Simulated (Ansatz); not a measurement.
# CH7NOSi: small, medium and large basis sets

The task here is to estimate one member of a computed series from the others.

The runs use Ansatz 0.2.0, Gaussian basis; one geometry, several basis sets.

Plan: PBE0-D4/def2-SVP; ωB97M-V/def2-SVP; PBE0-D4/def2-QZVPP; ωB97M-V/def2-QZVPP; the functionals' def2-TZVPP values are taken from earlier runs.

### Structure used throughout

An earlier PBE0-D4 in a triple-zeta def2 set relaxation fixed the geometry.

SMILES `CN[SiH2]O`, 11 atoms, charge 0, spin multiplicity 1.

Atoms are counted from 1 here; the program's logs count them from 0.

Bond lengths: C1–N2 1.446 Å, C1–H5 1.097 Å, C1–H6 1.093 Å, C1–H7 1.094 Å, N2–Si3 1.705 Å, N2–H8 1.008 Å, Si3–O4 1.652 Å, Si3–H9 1.479 Å, Si3–H10 1.489 Å, O4–H11 0.958 Å. Angles: N2–C1–H5 113.4°, N2–C1–H6 109.4°, N2–C1–H7 111.4°, H5–C1–H6 107.5°, H5–C1–H7 107.9°, H6–C1–H7 107.0°, C1–N2–Si3 125.5°, C1–N2–H8 113.7°, Si3–N2–H8 118.5°, N2–Si3–O4 118.0°, N2–Si3–H9 107.7°, N2–Si3–H10 105.4°, O4–Si3–H9 103.4°, O4–Si3–H10 108.6°, H9–Si3–H10 114.2°, Si3–O4–H11 117.8°.

As a file:

```xyz
11
charge 0, multiplicity 1
C    -1.1100    1.0702   -0.2697
N    -0.6156   -0.0292    0.5287
Si    0.9737   -0.6454    0.4897
O     1.3534   -1.7343   -0.6928
H    -1.6405    0.7470   -1.1742
H    -0.2704    1.6946   -0.5861
H    -1.7857    1.7095    0.3070
H    -1.3440   -0.6020    0.9249
H     1.1905   -1.4069    1.7391
H     1.8553    0.5446    0.3401
H     1.4586   -1.4050   -1.5861
```

Set-up of the first run:

File in.yaml:

```yaml
crystal:
  periodic: [false, false, false]
  atoms:
    - {symbol: C, position_ang: [-1.110041, 1.070246, -0.269718]}
    - {symbol: N, position_ang: [-0.615588, -0.029206, 0.528698]}
    - {symbol: Si, position_ang: [0.973716, -0.645376, 0.489722]}
    - {symbol: O, position_ang: [1.353392, -1.734323, -0.692835]}
    - {symbol: H, position_ang: [-1.640544, 0.746958, -1.174166]}
    - {symbol: H, position_ang: [-0.270416, 1.694601, -0.586123]}
    - {symbol: H, position_ang: [-1.785675, 1.709471, 0.306974]}
    - {symbol: H, position_ang: [-1.343985, -0.602044, 0.924861]}
    - {symbol: H, position_ang: [1.190481, -1.406913, 1.739150]}
    - {symbol: H, position_ang: [1.855315, 0.544623, 0.340092]}
    - {symbol: H, position_ang: [1.458646, -1.405037, -1.586056]}
basis:
  gaussian: {orbitals: def2-SVP}
hamiltonian: {xc: pbe0, dispersion: d4}
output: {orbitals: {seedname: orbitals}}
```

Run with:

```console
> ansatz run in.yaml --threads 2 --pin off --events-out ev --progress --plain --max-ram 4352MiB
```

Steps of the session up to this table: PBE0-D4 in def2-SVP; ωB97M-V in def2-SVP; PBE0-D4 in def2-QZVPP; ωB97M-V in def2-QZVPP.

One of the session's tables, all rows but one given; the rest of the session is left out.

It belongs to the step «Density functionals: the series». 

| functional | basis | HOMO (eV) | LUMO (eV) |
| --- | --- | --- | --- |
| PBE0-D4 | def2-SVP | ? | ? |
| PBE0-D4 | def2-TZVPP | -6.98 | 0.62 |
| PBE0-D4 | def2-QZVPP | -7.02 | 0.27 |
| ωB97M-V | def2-SVP | -9.16 | 3.04 |
| ωB97M-V | def2-TZVPP | -9.35 | 2.09 |
| ωB97M-V | def2-QZVPP | -9.39 | 1.48 |

Q: Estimate the row for PBE0-D4, def2-SVP from the others.

As computed: HOMO (eV): -6.80; LUMO (eV): 1.34. In the column «HOMO (eV)» it is the highest.
